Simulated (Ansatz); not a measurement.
# CH4STe: one species, many methods

One table from this session's results is given with a row withheld; the runs are named, their logs left out.

Computed with Ansatz 0.2.0, Gaussian basis. Level: functionals in def2-TZVPP, the program's frozen cores in correlated methods.

Plan: LDA (SPW92), PBE-D4, revPBE-D4, BLYP-D4, r2SCAN-D4, B97M-V, PBE0-D4, B3LYP-D4, r2SCANh-D4, r2SCAN0-D4, HSE06-D4, BHLYP-D4, CAM-B3LYP-D4, LC-ωPBE, ωB97X-V, ωB97M-V, B2PLYP, PBE-QIDH; CCSD(T)/def2-SVP; CCSD(T)/def2-TZVPP; MP2/def2-QZVPP; extrapolation to the limit; RPA on PBE.

**Structure used throughout**

An earlier PBE0-D4 in a triple-zeta def2 set relaxation fixed the geometry. Te takes the def2 core potential; no spin-orbit term is included.

SMILES `SC[TeH]`, 7 atoms, charge 0, spin multiplicity 1.

Atoms are counted from 1 here; the program's logs count them from 0.

Bond lengths: S1–C2 1.794 Å, S1–H4 1.343 Å, C2–Te3 2.157 Å, C2–H5 1.087 Å, C2–H6 1.088 Å, Te3–H7 1.663 Å. Angles: C2–S1–H4 96.9°, S1–C2–Te3 111.1°, S1–C2–H5 111.8°, S1–C2–H6 106.2°, Te3–C2–H5 109.3°, Te3–C2–H6 108.8°, H5–C2–H6 109.6°, C2–Te3–H7 94.2°.

The first run:

Input file in.yaml:

```yaml
crystal:
  periodic: [false, false, false]
  atoms:
    - {symbol: S, position_ang: [-1.658822, -0.670571, 0.521170]}
    - {symbol: C, position_ang: [-0.136415, 0.266864, 0.373193]}
    - {symbol: Te, position_ang: [1.412692, -0.911013, -0.556324]}
    - {symbol: H, position_ang: [-1.878173, -0.829211, -0.794640]}
    - {symbol: H, position_ang: [-0.279581, 1.183005, -0.194218]}
    - {symbol: H, position_ang: [0.169772, 0.509849, 1.388658]}
    - {symbol: H, position_ang: [2.431728, 0.383176, -0.783438]}
basis:
  gaussian: {orbitals: def2-TZVPP}
hamiltonian: {xc: lda}
output: {orbitals: {seedname: orbitals}}
```

On the command line:

```sh
ansatz run in.yaml --threads 2 --pin off --events-out ev --progress --plain --max-ram 4352MiB
```

Among the steps run: LDA; PBE-D4 (GGA); revPBE-D4 (GGA); BLYP-D4 (GGA); r2SCAN-D4 (meta-GGA); B97M-V (meta-GGA); B3LYP-D4 (hybrid); r2SCANh-D4 (hybrid); r2SCAN0-D4 (hybrid); HSE06-D4 (hybrid); BHLYP-D4 (hybrid); CAM-B3LYP-D4 (range-separated); LC-ωPBE (range-separated); ωB97X-V (range-separated); ωB97M-V (range-separated); B2PLYP (double hybrid); PBE-QIDH (double hybrid).

One table of the session follows, with a row left open; its other results are not shown here.

It belongs to the step «Frontier levels by functional». 

```
  functional  HOMO (eV)  gap (eV)
 LDA (SPW92)      -5.37      3.36
      PBE-D4      -5.23      3.40
   revPBE-D4          ?         ?
     BLYP-D4      -5.06      3.34
   r2SCAN-D4      -5.47      3.85
      B97M-V      -5.48      3.82
     PBE0-D4      -6.29      5.29
    B3LYP-D4      -6.07      4.84
  r2SCANh-D4      -5.86      4.54
  r2SCAN0-D4      -6.44      5.57
    HSE06-D4      -5.89      4.53
    BHLYP-D4      -7.19      7.05
CAM-B3LYP-D4      -7.53      7.55
     LC-ωPBE      -8.86     10.02
     ωB97X-V      -8.53      9.55
     ωB97M-V      -8.41      9.24
```

Q: Estimate the row for revPBE-D4 from the others.

As computed: HOMO (eV): -5.18; gap (eV): 3.44. In the column «HOMO (eV)» it lies between PBE-D4 (-5.23) and BLYP-D4 (-5.06).
